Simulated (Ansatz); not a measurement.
# ClGaH5NOSi: basis-set convergence

The task here is to estimate one member of a computed series from the others.

The runs use Ansatz 0.2.0, Gaussian basis; one geometry, several basis sets.

The runs, in order: PBE0-D4/def2-SVP; ωB97M-V/def2-SVP; PBE0-D4/def2-QZVPP; ωB97M-V/def2-QZVPP; the functionals' def2-TZVPP values are taken from earlier runs.

## Structure used throughout

The geometry comes from an earlier relaxation with PBE0-D4 in a triple-zeta def2 set; it is a stationary point, not always the lowest conformer.

SMILES `[NH2][Ga]([Cl])[O][SiH3]`, 10 atoms, charge 0, spin multiplicity 1.

Atoms are counted from 1 here; the program's logs count them from 0.

Bond lengths: N1–Ga2 1.792 Å, N1–H6 1.005 Å, N1–H7 1.005 Å, Ga2–Cl3 2.131 Å, Ga2–O4 1.767 Å, O4–Si5 1.636 Å, Si5–H8 1.485 Å, Si5–H9 1.488 Å, Si5–H10 1.489 Å. Angles: Ga2–N1–H6 121.9°, Ga2–N1–H7 122.1°, H6–N1–H7 113.1°, N1–Ga2–Cl3 121.7°, N1–Ga2–O4 120.1°, Cl3–Ga2–O4 118.2°, Ga2–O4–Si5 136.9°, O4–Si5–H8 108.0°, O4–Si5–H9 111.2°, O4–Si5–H10 111.1°, H8–Si5–H9 109.0°, H8–Si5–H10 109.0°, H9–Si5–H10 108.4°.

The first run:

Input file in.yaml:

```yaml
crystal:
  periodic: [false, false, false]
  atoms:
    - {symbol: N, position_ang: [-0.200299, -0.013342, -2.599556]}
    - {symbol: Ga, position_ang: [0.443134, -0.235525, -0.941408]}
    - {symbol: Cl, position_ang: [2.325742, -1.168415, -0.587799]}
    - {symbol: O, position_ang: [-0.518367, 0.257789, 0.456250]}
    - {symbol: Si, position_ang: [-0.374173, 0.202170, 2.084688]}
    - {symbol: H, position_ang: [-1.019025, 0.541223, -2.781207]}
    - {symbol: H, position_ang: [0.367035, -0.157191, -3.416317]}
    - {symbol: H, position_ang: [-1.586946, 0.824010, 2.675491]}
    - {symbol: H, position_ang: [-0.264840, -1.201870, 2.566582]}
    - {symbol: H, position_ang: [0.827750, 0.951171, 2.543287]}
basis:
  gaussian: {orbitals: def2-SVP}
hamiltonian: {xc: pbe0, dispersion: d4}
output: {orbitals: {seedname: orbitals}}
```

On the command line:

```bash
> ansatz run in.yaml --threads 2 --pin off --events-out ev --progress --plain --max-ram 20480MiB --backend cpu
```

Steps of the session up to this table: PBE0-D4 in def2-SVP; ωB97M-V in def2-SVP; PBE0-D4 in def2-QZVPP; ωB97M-V in def2-QZVPP.

One table of the session follows, with a row left open; its other results are not shown here.

| functional | basis | HOMO (eV) |
| --- | --- | --- |
| PBE0-D4 | def2-SVP | -7.77 |
| PBE0-D4 | def2-TZVPP | ? |
| PBE0-D4 | def2-QZVPP | -8.02 |
| ωB97M-V | def2-SVP | -10.12 |
| ωB97M-V | def2-TZVPP | -10.35 |
| ωB97M-V | def2-QZVPP | -10.40 |

**Question.** Estimate the row for PBE0-D4, def2-TZVPP.

**Answer.** HOMO (eV): -7.97. In the column «HOMO (eV)» it lies between PBE0-D4, def2-QZVPP (-8.02) and PBE0-D4, def2-SVP (-7.77).
